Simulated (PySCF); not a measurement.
**C3H9NSi: NMR shifts at several levels of theory**

Aim: compute the NMR shifts of C3H9NSi (`CC(C)=N[SiH3]`) at several levels, and see how far they spread and what each costs.

Programs: PySCF 2.14.0, with density-fitted response routines of our own. Each step states its level of theory. These are calculated values for one molecule in the gas phase, unless marked as measured. Atoms are numbered from 0 throughout.

## Step 1: Starting geometry

14 atoms, charge 0, multiplicity 1; geometry from: PBE0-D3(BJ)/def2-SVP.

Bonds of the start (Å): C0–C1 1.51, C1–C2 1.51, C1–N3 1.27, N3–Si4 1.74, C0–H5 1.10, C0–H6 1.10, C0–H7 1.10, C2–H8 1.10, C2–H9 1.10, C2–H10 1.10, Si4–H11 1.49, Si4–H12 1.51, Si4–H13 1.49.

## Step 2: Shielding tensors: HF/pcSseg-1

Job settings and geometry (Å):

```
{"job": {"kind": "nmr", "xc": "HF", "basis": "pcSseg-1", "pop": false}, "charge": 0, "multiplicity": 1}
C     -0.850366    -1.129719     0.676242
C     -0.413439     0.290520     0.412387
C     -1.474861     1.331420     0.652185
N      0.736625     0.650689     0.014701
Si     2.199260    -0.201717    -0.371421
H     -1.307754    -1.214822     1.674745
H     -1.628196    -1.418631    -0.050006
H     -0.019069    -1.842127     0.600020
H     -2.390004     1.096392     0.084741
H     -1.758549     1.347017     1.717752
H     -1.101786     2.320842     0.361671
H      2.501723     0.054550    -1.810762
H      2.198867    -1.691846    -0.160117
H      3.293063     0.375082     0.464385
```

Method: GIAO HF/pcSseg-1 NMR shielding, non-relativistic, gas phase.

Run with:

```sh
$ OMP_NUM_THREADS=1 python probes_run.py task.json out
```

This one command runs all jobs of the session in turn.

What it wrote:

```text
final grid: 104896 points
cycle   1  E = -462.0958508471  dE =  5.381e-01  |g| = 5.002e-01  |ddm| = 3.117e+00
cycle   2  E = -462.1594735320  dE = -6.362e-02  |g| = 2.913e-01  |ddm| = 6.332e-01
cycle   3  E = -462.1776559658  dE = -1.818e-02  |g| = 7.794e-02  |ddm| = 3.205e-01
cycle   4  E = -462.1798695038  dE = -2.214e-03  |g| = 1.536e-02  |ddm| = 1.041e-01
cycle   5  E = -462.1799772019  dE = -1.077e-04  |g| = 5.622e-03  |ddm| = 3.307e-02
cycle   6  E = -462.1799986751  dE = -2.147e-05  |g| = 2.578e-03  |ddm| = 1.400e-02
cycle   7  E = -462.1800029382  dE = -4.263e-06  |g| = 9.631e-04  |ddm| = 6.399e-03
cycle   8  E = -462.1800036079  dE = -6.697e-07  |g| = 2.023e-04  |ddm| = 2.611e-03
cycle   9  E = -462.1800036427  dE = -3.486e-08  |g| = 4.348e-05  |ddm| = 5.852e-04
cycle  10  E = -462.1800036439  dE = -1.222e-09  |g| = 1.308e-05  |ddm| = 1.122e-04
cycle  11  E = -462.1800036440  dE = -8.424e-11  |g| = 3.065e-06  |ddm| = 2.972e-05
converged SCF energy = -462.1800036440

GIAO shielding tensors (ppm)
atom      isotropic    diamagn.    paramagn.     s11        s22        s33       span
  0 C      166.581     249.038     -82.457    150.164    157.987    191.591     41.427
  1 C        2.129     252.033    -249.904   -110.805    -25.487    142.678    253.483
  2 C      158.935     247.040     -88.106    136.506    147.974    192.324     55.818
  3 N      -88.529     332.036    -420.565   -413.703   -116.996    265.112    678.815
  4 Si     457.309     876.129    -418.820    430.635    438.719    502.572     71.937
  5 H       29.936      30.008      -0.072     26.410     28.943     34.455      8.045
  6 H       30.008      30.436      -0.428     26.793     28.408     34.823      8.029
  7 H       29.448      31.685      -2.237     24.252     29.671     34.420     10.168
  8 H       29.706      29.410       0.296     26.575     28.895     33.649      7.073
  9 H       29.665      28.855       0.810     26.727     28.450     33.818      7.091
 10 H       29.459      29.235       0.223     25.373     28.379     34.623      9.250
 11 H       27.224      29.382      -2.158     24.539     25.498     31.633      7.094
 12 H       27.126      29.951      -2.825     23.786     26.973     30.619      6.833
 13 H       27.201      29.009      -1.808     24.467     25.502     31.634      7.166
```

Run time: 5.1 s. Hardware: 1 thread of Arm Neoverse V1, shared host; peak memory 0.7 GiB.

The references, computed at this level on geometries of the same kind, shield at (ppm): 1H TMS 31.69, 13C TMS 190.8, 29Si TMS 393.4, 15N NH3 265.7. Their shielding less the atom's gives the shift. The references are single molecules in the gas phase, so shifts against H2O, NH3, PH3, H3PO4 or CFCl3 are not on the usual liquid scales and can be off by tens of ppm. Atoms listed in one row are averaged.

| atoms | environment | σ (ppm) | δ (ppm) |
| --- | --- | --- | --- |
| C1 | C=N carbon | 2.1 | 188.7 |
| C2 | methyl carbon | 158.9 | 31.9 |
| C0 | methyl carbon | 166.6 | 24.3 |
| H11, H12, H13 | hydrogen on a silicon bonded to N | 27.18 | 4.50 |
| H8, H9, H10 | hydrogen on a methyl carbon | 29.61 | 2.08 |
| H5, H6, H7 | hydrogen on a methyl carbon | 29.80 | 1.89 |
| N3 | imine nitrogen | -88.5 | 354.2 |
| Si4 | silicon bonded to N, 3 H | 457.3 | -63.9 |

## Step 3: NMR shieldings: LDA/pcSseg-1

Settings changed since step 2:

```diff
@@ -1,2 +1,2 @@
-{"job": {"kind": "nmr", "xc": "HF", "basis": "pcSseg-1", "pop": false}, "charge": 0, "multiplicity": 1}
+{"job": {"kind": "nmr", "xc": "LDA", "basis": "pcSseg-1", "pop": false}, "charge": 0, "multiplicity": 1}
 C     -0.850366    -1.129719     0.676242
```

Method: GIAO LDA/pcSseg-1 NMR shielding, non-relativistic, gas phase.

What it wrote:

```text
coarse grid: 11528 points
cycle   1  E = -461.0633997032  dE =  1.832e-01  |g| = 6.388e-01  |ddm| = 3.265e+00
cycle   2  E = -460.7304085498  dE =  3.330e-01  |g| = 1.303e+00  |ddm| = 2.494e+00
cycle   3  E = -461.1379729470  dE = -4.076e-01  |g| = 3.405e-01  |ddm| = 2.106e+00
cycle   4  E = -461.1641498839  dE = -2.618e-02  |g| = 4.844e-02  |ddm| = 3.021e-01
cycle   5  E = -461.1645935000  dE = -4.436e-04  |g| = 3.235e-02  |ddm| = 1.036e-01
cycle   6  E = -461.1648846218  dE = -2.911e-04  |g| = 7.648e-03  |ddm| = 3.884e-02
cycle   7  E = -461.1648980867  dE = -1.346e-05  |g| = 8.288e-04  |ddm| = 8.619e-03
cycle   8  E = -461.1648983137  dE = -2.269e-07  |g| = 2.140e-04  |ddm| = 1.694e-03
final grid: 104896 points
cycle   9  E = -461.2089141479  dE = -3.124e-05  |g| = 3.946e-03  |ddm| = 2.432e-02
cycle  10  E = -461.2089051035  dE =  9.044e-06  |g| = 7.378e-03  |ddm| = 1.099e-02
cycle  11  E = -461.2089171766  dE = -1.207e-05  |g| = 1.978e-03  |ddm| = 8.295e-03
cycle  12  E = -461.2089180364  dE = -8.598e-07  |g| = 2.355e-04  |ddm| = 1.725e-03
cycle  13  E = -461.2089180495  dE = -1.306e-08  |g| = 1.140e-04  |ddm| = 4.153e-04
cycle  14  E = -461.2089180530  dE = -3.461e-09  |g| = 2.423e-05  |ddm| = 1.296e-04
cycle  15  E = -461.2089180531  dE = -1.535e-10  |g| = 4.924e-06  |ddm| = 3.802e-05
converged SCF energy = -461.2089180531

GIAO shielding tensors (ppm)
atom      isotropic    diamagn.    paramagn.     s11        s22        s33       span
  0 C      155.578     253.286     -97.707    131.087    150.382    185.266     54.179
  1 C      -11.668     253.612    -265.280   -100.931    -53.803    119.731    220.662
  2 C      145.141     251.432    -106.290    120.595    128.149    186.680     66.085
  3 N     -104.122     328.891    -433.013   -441.693   -113.387    242.714    684.407
  4 Si     395.269     881.895    -486.627    360.128    366.136    459.541     99.413
  5 H       28.911      29.433      -0.522     25.656     28.345     32.732      7.076
  6 H       29.030      30.033      -1.003     26.043     27.798     33.248      7.206
  7 H       28.470      31.539      -3.069     23.582     28.945     32.882      9.301
  8 H       28.643      29.092      -0.449     25.807     28.218     31.904      6.097
  9 H       28.624      28.381       0.243     25.941     27.840     32.090      6.149
 10 H       28.915      29.109      -0.194     25.807     27.573     33.364      7.558
 11 H       25.644      28.695      -3.051     23.082     24.221     29.628      6.546
 12 H       25.339      29.052      -3.713     22.037     24.785     29.195      7.158
 13 H       25.635      28.301      -2.665     22.999     24.244     29.663      6.664
```

Run time: 14 s. Hardware: 1 thread of Arm Neoverse V1, shared host; peak memory 0.69 GiB.

This run: δ C1 192.4, C2 35.6, C0 25.1, N3 376.0, H11 5.29, H8 2.10 ppm (means over like atoms).

## Step 4: Shielding tensors: PBE/pcSseg-1

Settings changed since step 3:

```diff
@@ -1,2 +1,2 @@
-{"job": {"kind": "nmr", "xc": "LDA", "basis": "pcSseg-1", "pop": false}, "charge": 0, "multiplicity": 1}
+{"job": {"kind": "nmr", "xc": "PBE", "basis": "pcSseg-1", "pop": false}, "charge": 0, "multiplicity": 1}
 C     -0.850366    -1.129719     0.676242
```

Method: GIAO PBE/pcSseg-1 NMR shielding, non-relativistic, gas phase.

What it wrote:

```text
coarse grid: 11528 points
cycle   1  E = -463.4263429458  dE =  1.858e-01  |g| = 6.252e-01  |ddm| = 3.264e+00
cycle   2  E = -463.1095850868  dE =  3.168e-01  |g| = 1.273e+00  |ddm| = 2.387e+00
cycle   3  E = -463.4982654377  dE = -3.887e-01  |g| = 3.240e-01  |ddm| = 2.004e+00
cycle   4  E = -463.5225675509  dE = -2.430e-02  |g| = 4.675e-02  |ddm| = 2.869e-01
cycle   5  E = -463.5230228505  dE = -4.553e-04  |g| = 2.890e-02  |ddm| = 9.625e-02
cycle   6  E = -463.5232537775  dE = -2.309e-04  |g| = 7.204e-03  |ddm| = 3.595e-02
cycle   7  E = -463.5232660897  dE = -1.231e-05  |g| = 5.778e-04  |ddm| = 7.607e-03
cycle   8  E = -463.5232662022  dE = -1.125e-07  |g| = 1.418e-04  |ddm| = 1.217e-03
final grid: 104896 points
cycle   9  E = -463.5609719957  dE = -2.208e-05  |g| = 1.163e-02  |ddm| = 3.284e-02
cycle  10  E = -463.5609080226  dE =  6.397e-05  |g| = 1.954e-02  |ddm| = 3.311e-02
cycle  11  E = -463.5610035070  dE = -9.548e-05  |g| = 3.662e-03  |ddm| = 2.403e-02
cycle  12  E = -463.5610063884  dE = -2.881e-06  |g| = 7.342e-04  |ddm| = 3.632e-03
cycle  13  E = -463.5610065186  dE = -1.302e-07  |g| = 2.158e-04  |ddm| = 8.688e-04
cycle  14  E = -463.5610065296  dE = -1.104e-08  |g| = 2.994e-05  |ddm| = 1.611e-04
cycle  15  E = -463.5610065299  dE = -2.209e-10  |g| = 8.892e-06  |ddm| = 5.261e-05
converged SCF energy = -463.5610065299

GIAO shielding tensors (ppm)
atom      isotropic    diamagn.    paramagn.     s11        s22        s33       span
  0 C      155.228     252.194     -96.966    133.757    149.040    182.888     49.131
  1 C       -6.062     253.341    -259.403    -94.889    -43.577    120.282    215.171
  2 C      145.612     250.335    -104.722    122.287    130.756    183.794     61.507
  3 N      -93.453     329.003    -422.456   -414.587   -105.463    239.692    654.279
  4 Si     410.170     881.356    -471.186    378.794    384.786    466.929     88.135
  5 H       29.300      29.742      -0.443     26.141     28.769     32.990      6.849
  6 H       29.404      30.420      -1.016     26.514     28.241     33.456      6.942
  7 H       28.869      31.952      -3.083     24.160     29.377     33.069      8.909
  8 H       29.030      29.434      -0.404     26.260     28.630     32.199      5.939
  9 H       29.012      28.679       0.333     26.394     28.266     32.376      5.982
 10 H       29.311      29.528      -0.217     26.308     28.075     33.550      7.242
 11 H       26.240      29.298      -3.058     23.725     24.814     30.181      6.455
 12 H       25.903      29.645      -3.742     22.614     25.394     29.700      7.086
 13 H       26.231      28.870      -2.640     23.643     24.836     30.212      6.568
```

Run time: 17 s. Hardware: 1 thread of Arm Neoverse V1, shared host; peak memory 0.73 GiB.

This run: δ C1 186.1, C2 34.4, C0 24.8, N3 358.5, H11 5.07, H8 2.08 ppm (means over like atoms).

## Step 5: Shielding tensors: BLYP/pcSseg-1

Settings changed since step 4:

```diff
@@ -1,2 +1,2 @@
-{"job": {"kind": "nmr", "xc": "PBE", "basis": "pcSseg-1", "pop": false}, "charge": 0, "multiplicity": 1}
+{"job": {"kind": "nmr", "xc": "BLYP", "basis": "pcSseg-1", "pop": false}, "charge": 0, "multiplicity": 1}
 C     -0.850366    -1.129719     0.676242
```

With the program's defaults for keys left out, this is: GIAO BLYP/pcSseg-1 NMR shielding, non-relativistic, gas phase.

What it wrote:

```text
coarse grid: 11528 points
cycle   1  E = -463.7076288610  dE =  1.883e-01  |g| = 6.711e-01  |ddm| = 3.283e+00
cycle   2  E = -463.3296345605  dE =  3.780e-01  |g| = 1.379e+00  |ddm| = 2.641e+00
cycle   3  E = -463.7887772455  dE = -4.591e-01  |g| = 3.451e-01  |ddm| = 2.258e+00
cycle   4  E = -463.8162125104  dE = -2.744e-02  |g| = 5.578e-02  |ddm| = 3.097e-01
cycle   5  E = -463.8168844676  dE = -6.720e-04  |g| = 3.236e-02  |ddm| = 1.118e-01
cycle   6  E = -463.8171726231  dE = -2.882e-04  |g| = 8.769e-03  |ddm| = 4.086e-02
cycle   7  E = -463.8171909255  dE = -1.830e-05  |g| = 5.623e-04  |ddm| = 8.658e-03
cycle   8  E = -463.8171910171  dE = -9.160e-08  |g| = 1.313e-04  |ddm| = 1.128e-03
final grid: 104896 points
cycle   9  E = -463.8595448930  dE = -2.434e-05  |g| = 8.154e-03  |ddm| = 2.661e-02
cycle  10  E = -463.8595130284  dE =  3.186e-05  |g| = 1.391e-02  |ddm| = 2.295e-02
cycle  11  E = -463.8595594889  dE = -4.646e-05  |g| = 3.160e-03  |ddm| = 1.680e-02
cycle  12  E = -463.8595616204  dE = -2.131e-06  |g| = 4.997e-04  |ddm| = 2.856e-03
cycle  13  E = -463.8595616858  dE = -6.540e-08  |g| = 1.494e-04  |ddm| = 6.682e-04
cycle  14  E = -463.8595616909  dE = -5.160e-09  |g| = 3.431e-05  |ddm| = 1.288e-04
cycle  15  E = -463.8595616912  dE = -2.879e-10  |g| = 7.836e-06  |ddm| = 5.368e-05
converged SCF energy = -463.8595616912

GIAO shielding tensors (ppm)
atom      isotropic    diamagn.    paramagn.     s11        s22        s33       span
  0 C      151.095     251.412    -100.316    130.154    144.718    178.414     48.260
  1 C      -11.783     253.180    -264.963   -102.267    -48.727    115.644    217.911
  2 C      140.697     249.406    -108.709    116.051    126.811    179.230     63.179
  3 N     -100.655     329.275    -429.930   -422.992   -113.580    234.606    657.599
  4 Si     403.124     880.829    -477.705    372.545    378.726    458.103     85.559
  5 H       29.488      29.824      -0.336     26.423     29.034     33.005      6.582
  6 H       29.581      30.631      -1.051     26.787     28.506     33.449      6.662
  7 H       29.041      32.221      -3.180     24.429     29.611     33.084      8.655
  8 H       29.211      29.617      -0.406     26.536     28.877     32.221      5.685
  9 H       29.189      28.781       0.408     26.666     28.525     32.376      5.710
 10 H       29.507      29.717      -0.210     26.638     28.376     33.507      6.869
 11 H       26.548      29.607      -3.060     24.066     25.120     30.457      6.391
 12 H       26.183      29.953      -3.770     22.915     25.719     29.914      6.999
 13 H       26.536      29.152      -2.615     23.984     25.141     30.484      6.501
```

Run time: 17 s. Hardware: 1 thread of Arm Neoverse V1, shared host; peak memory 0.73 GiB.

In short: δ C1 187.1, C2 34.6, C0 24.2, N3 363.2, H11 4.94, H8 2.06 ppm (means over like atoms).

## Step 6: Nuclear shieldings: BP86/pcSseg-1

Settings changed since step 5:

```diff
@@ -1,2 +1,2 @@
-{"job": {"kind": "nmr", "xc": "BLYP", "basis": "pcSseg-1", "pop": false}, "charge": 0, "multiplicity": 1}
+{"job": {"kind": "nmr", "xc": "BP86", "basis": "pcSseg-1", "pop": false}, "charge": 0, "multiplicity": 1}
 C     -0.850366    -1.129719     0.676242
```

With the program's defaults for keys left out, this is: GIAO BP86/pcSseg-1 NMR shielding, non-relativistic, gas phase.

What it wrote:

```text
coarse grid: 11528 points
cycle   1  E = -463.8444584847  dE =  1.851e-01  |g| = 6.189e-01  |ddm| = 3.265e+00
cycle   2  E = -463.5376616633  dE =  3.068e-01  |g| = 1.258e+00  |ddm| = 2.273e+00
cycle   3  E = -463.9149948442  dE = -3.773e-01  |g| = 3.166e-01  |ddm| = 1.898e+00
cycle   4  E = -463.9383086385  dE = -2.331e-02  |g| = 4.520e-02  |ddm| = 2.813e-01
cycle   5  E = -463.9387554016  dE = -4.468e-04  |g| = 2.676e-02  |ddm| = 9.244e-02
cycle   6  E = -463.9389515302  dE = -1.961e-04  |g| = 6.948e-03  |ddm| = 3.396e-02
cycle   7  E = -463.9389629843  dE = -1.145e-05  |g| = 5.356e-04  |ddm| = 7.138e-03
cycle   8  E = -463.9389630808  dE = -9.651e-08  |g| = 1.247e-04  |ddm| = 1.125e-03
final grid: 104896 points
cycle   9  E = -463.9763381731  dE = -3.456e-05  |g| = 4.929e-03  |ddm| = 2.790e-02
cycle  10  E = -463.9763243580  dE =  1.382e-05  |g| = 8.959e-03  |ddm| = 1.347e-02
cycle  11  E = -463.9763424423  dE = -1.808e-05  |g| = 2.317e-03  |ddm| = 1.027e-02
cycle  12  E = -463.9763435754  dE = -1.133e-06  |g| = 4.399e-04  |ddm| = 2.167e-03
cycle  13  E = -463.9763436010  dE = -2.558e-08  |g| = 1.342e-04  |ddm| = 5.194e-04
cycle  14  E = -463.9763436056  dE = -4.608e-09  |g| = 2.171e-05  |ddm| = 1.433e-04
cycle  15  E = -463.9763436057  dE = -1.089e-10  |g| = 4.580e-06  |ddm| = 3.084e-05
converged SCF energy = -463.9763436057

GIAO shielding tensors (ppm)
atom      isotropic    diamagn.    paramagn.     s11        s22        s33       span
  0 C      154.404     252.586     -98.182    133.160    147.933    182.119     48.959
  1 C       -6.420     253.621    -260.041    -94.781    -44.204    119.726    214.507
  2 C      145.034     250.661    -105.627    121.878    130.183    183.041     61.163
  3 N      -92.899     329.151    -422.050   -411.325   -105.771    238.399    649.723
  4 Si     408.559     881.257    -472.699    377.868    383.759    464.049     86.181
  5 H       29.355      29.817      -0.462     26.220     28.831     33.014      6.794
  6 H       29.454      30.518      -1.064     26.590     28.302     33.470      6.880
  7 H       28.931      32.053      -3.122     24.246     29.444     33.104      8.858
  8 H       29.100      29.507      -0.407     26.347     28.693     32.261      5.913
  9 H       29.081      28.743       0.338     26.480     28.328     32.434      5.954
 10 H       29.355      29.584      -0.229     26.331     28.146     33.589      7.257
 11 H       26.334      29.367      -3.033     23.814     24.901     30.287      6.472
 12 H       25.998      29.742      -3.744     22.715     25.491     29.786      7.071
 13 H       26.324      28.935      -2.611     23.734     24.922     30.317      6.583
```

Run time: 17 s. Hardware: 1 thread of Arm Neoverse V1, shared host; peak memory 0.73 GiB.

Key values: δ C1 186.2, C2 34.7, C0 25.3, N3 356.0, H11 5.05, H8 2.09 ppm (means over like atoms).

## Step 7: Shielding tensors: OPBE/pcSseg-1

Settings changed since step 6:

```diff
@@ -1,2 +1,2 @@
-{"job": {"kind": "nmr", "xc": "BP86", "basis": "pcSseg-1", "pop": false}, "charge": 0, "multiplicity": 1}
+{"job": {"kind": "nmr", "xc": "OPBE", "basis": "pcSseg-1", "pop": false}, "charge": 0, "multiplicity": 1}
 C     -0.850366    -1.129719     0.676242
```

Method: GIAO OPBE/pcSseg-1 NMR shielding, non-relativistic, gas phase.

What it wrote:

```text
coarse grid: 11528 points
cycle   1  E = -463.7298695422  dE =  1.615e-01  |g| = 5.637e-01  |ddm| = 3.258e+00
cycle   2  E = -463.4803382772  dE =  2.495e-01  |g| = 1.137e+00  |ddm| = 2.088e+00
cycle   3  E = -463.7926811726  dE = -3.123e-01  |g| = 2.813e-01  |ddm| = 1.692e+00
cycle   4  E = -463.8116376498  dE = -1.896e-02  |g| = 3.859e-02  |ddm| = 2.487e-01
cycle   5  E = -463.8119423930  dE = -3.047e-04  |g| = 2.369e-02  |ddm| = 7.459e-02
cycle   6  E = -463.8120993137  dE = -1.569e-04  |g| = 5.010e-03  |ddm| = 2.963e-02
cycle   7  E = -463.8121055093  dE = -6.196e-06  |g| = 6.217e-04  |ddm| = 5.731e-03
final grid: 104896 points
cycle   8  E = -463.8238486339  dE = -1.375e-04  |g| = 9.705e-03  |ddm| = 4.781e-02
cycle   9  E = -463.8238132087  dE =  3.543e-05  |g| = 1.431e-02  |ddm| = 2.181e-02
cycle  10  E = -463.8238631581  dE = -4.995e-05  |g| = 4.723e-03  |ddm| = 1.504e-02
cycle  11  E = -463.8238674265  dE = -4.268e-06  |g| = 1.865e-03  |ddm| = 5.180e-03
cycle  12  E = -463.8238682179  dE = -7.914e-07  |g| = 2.685e-04  |ddm| = 2.150e-03
cycle  13  E = -463.8238682354  dE = -1.749e-08  |g| = 5.468e-05  |ddm| = 3.454e-04
cycle  14  E = -463.8238682360  dE = -6.421e-10  |g| = 1.034e-05  |ddm| = 5.254e-05
converged SCF energy = -463.8238682360

GIAO shielding tensors (ppm)
atom      isotropic    diamagn.    paramagn.     s11        s22        s33       span
  0 C      160.298     252.315     -92.018    140.475    153.834    186.584     46.109
  1 C        6.407     253.550    -247.143    -79.370    -27.955    126.547    205.917
  2 C      152.181     250.513     -98.331    131.774    137.655    187.115     55.340
  3 N      -74.823     328.913    -403.736   -380.761    -88.862    245.154    625.915
  4 Si     429.286     881.755    -452.469    399.839    406.202    481.817     81.978
  5 H       29.311      29.805      -0.494     26.091     28.687     33.156      7.065
  6 H       29.419      30.391      -0.972     26.465     28.170     33.622      7.157
  7 H       28.892      31.815      -2.923     24.169     29.346     33.160      8.991
  8 H       29.044      29.371      -0.327     26.195     28.560     32.378      6.183
  9 H       29.038      28.684       0.353     26.337     28.191     32.585      6.249
 10 H       29.285      29.479      -0.194     26.136     28.036     33.682      7.546
 11 H       26.315      29.290      -2.974     23.808     24.882     30.255      6.448
 12 H       26.015      29.663      -3.648     22.706     25.518     29.820      7.114
 13 H       26.306      28.856      -2.550     23.723     24.911     30.285      6.561
```

Run time: 16 s. Hardware: 1 thread of Arm Neoverse V1, shared host; peak memory 0.73 GiB.

Key values: δ C1 178.7, C2 33.0, C0 24.8, N3 338.9, H11 5.02, H8 2.11 ppm (means over like atoms).

(Part 1 of 2 ends here.)
